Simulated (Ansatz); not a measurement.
Predict the output of the script below (Ansatz 0.2.0, Python API).

`md_clgeh2.py`
```python
"""A short Born-Oppenheimer trajectory of ClGeH2."""

import ansatz as az
import numpy as np

geometry_ang = [
    ("Cl", (-1.51748, 0.32323, 0.96962)),
    ("Ge", (0.06409, -0.57345, -0.13719)),
    ("H", (0.0977, 0.30426, -1.46116)),
    ("H", (1.35568, -0.05403, 0.62873)),
]
mol = az.Crystal.molecule()
for symbol, xyz in geometry_ang:
    mol = mol.atom(symbol, xyz)

base = (
    mol.calculation()
    .basis(gaussian="def2-SVP")
    .functional("PBE")
    .spin("collinear", total=1)
    .md("nve", timestep=0.5, steps=20, temperature=800, initial_velocities="maxwell_boltzmann", seed=49)
)
frames = []
base.session().plan().execute(on_event=lambda e: frames.append(e["data"]) if e["event"] == "md_step" else None)
print("t (fs)   E_pot (eV)      E_kin (eV)   T (K)   d(0-1) (A)")
for f in frames[::3]:
    xyz = np.array(f["positions_ang"])
    print(f"{f['time_fs']:6.2f} {f['lagrangian_ev']:14.5f} {f['e_kin_ev']:10.5f} {f['temperature_k']:8.1f} {np.linalg.norm(xyz[0] - xyz[1]):9.4f}")
kept = np.array([f["conserved_ev"] for f in frames])
print(f"conserved energy moves by at most {1000 * np.ptp(kept):.3f} meV")
symbols = [site.symbol for site in mol.cartesian_sites]
with open("last_frame.xyz", "w") as handle:
    handle.write(f"{len(symbols)}\nt = {frames[-1]['time_fs']} fs\n")
    handle.writelines("{:2s} {:10.5f} {:10.5f} {:10.5f}\n".format(s, *xyz) for s, xyz in zip(symbols, frames[-1]["positions_ang"]))
```

`python md_clgeh2.py` gives:
```text
t (fs)   E_pot (eV)      E_kin (eV)   T (K)   d(0-1) (A)
  0.00   -69048.21402    0.20682    800.0    2.1285
  1.50   -69048.16828    0.16133    624.0    2.1307
  3.00   -69048.11592    0.10920    422.4    2.1338
  4.50   -69048.08859    0.08196    317.0    2.1379
  6.00   -69048.09923    0.09254    357.9    2.1429
  7.50   -69048.13818    0.13128    507.8    2.1487
  9.00   -69048.17770    0.17057    659.8    2.1552
conserved energy moves by at most 0.580 meV
```

`last_frame.xyz`, as written:
```text
4
t = 10.0 fs
Cl   -1.53991    0.32928    0.97979
Ge    0.07192   -0.57360   -0.13915
H     0.17589    0.25282   -1.44467
H     1.50232   -0.20408    0.39578
```

What to keep in mind:
- Total energies depend on the basis set; only differences at equal settings carry meaning.
- The trajectory is only some femtoseconds long, so its temperature is not equilibrated; where the script doesn't relax first, it starts from a rough generated geometry.
- The species is open-shell (spin multiplicity 2).
- The temperature counts the internal degrees of freedom alone.
- Run time: 32 s on 1 thread of Intel(R) Xeon(R) Platinum 8488C (Sapphire Rapids), on a shared host, peak memory 0.19 GiB.

(Lines on the test bed's own set-up are left out of the output.)
